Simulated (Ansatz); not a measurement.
**C: a single-point run**

The task is a single-point run on C. The structure is shown as the input types it.

Method: density functional or hybrid calculation with the settings of its input, plane waves (as first typed), in Ansatz 0.2.0.

2 further runs of the same task are left out: 1 for a known fault of the program, 1 that didn't finish.

### Step 1. The starting structure

The structure is cubic, space group Fd-3m (No. 227). The conventional cell has a = 3.560 Å, b = 3.560 Å, c = 3.560 Å, α = 90.00°, β = 90.00°, γ = 90.00°. C (site symmetry -43m) has 4 C at 1.54 Å as nearest neighbours.

Structure file:

```cif
data_structure
_symmetry_space_group_name_H-M 'P 1'
_symmetry_Int_Tables_number 1
_cell_length_a 2.5175
_cell_length_b 2.5175
_cell_length_c 2.5175
_cell_angle_alpha 60.000
_cell_angle_beta 60.000
_cell_angle_gamma 60.000
_cell_volume 11.28
loop_
_atom_site_label
_atom_site_type_symbol
_atom_site_fract_x
_atom_site_fract_y
_atom_site_fract_z
_atom_site_occupancy
C1 C 0.00000 0.00000 0.00000 1
C2 C 0.25000 0.25000 0.25000 1
```

### Step 2. The calculation

input.yaml

```yaml
crystal:
  lattice:
    - [0.0, 1.7801241426, 1.7801241426]
    - [1.7801241426, 0.0, 1.7801241426]
    - [1.7801241426, 1.7801241426, 0.0]
  atoms:
    - { symbol: C, position: [0.0, 0.0, 0.0] }
    - { symbol: C, position: [0.25, 0.25, 0.25] }
kpoints:
  mp_grid: { grid: [8, 8, 8] }
hamiltonian:
  xc: pbe
scf:
  occupations: { method: fermi_dirac, width: 1.5 }
  n_extra_bands: 4
output:
  forces: true
  stress: true
  eigenvalues: true
```

Started as:

```console
$ ansatz run input.yaml --threads 4 --pin off --max-ram 3686MiB --backend cpu --events-out ev --progress --plain --runs-dir out
```

**Question.** How will this run end, and is anything wrong with its input?

The run converged and reported no error. That alone doesn't make the input a sound one.

The suspect setting: scf.occupations.method is fermi_dirac; scf.occupations.width is 1.5. A smearing this wide moves electrons out of filled levels into empty ones. A Fermi-Dirac width of 1.5 eV is an electron temperature of 17400 K.

The test: delete scf.occupations.width (the default then holds) and set scf.occupations.method to fixed.
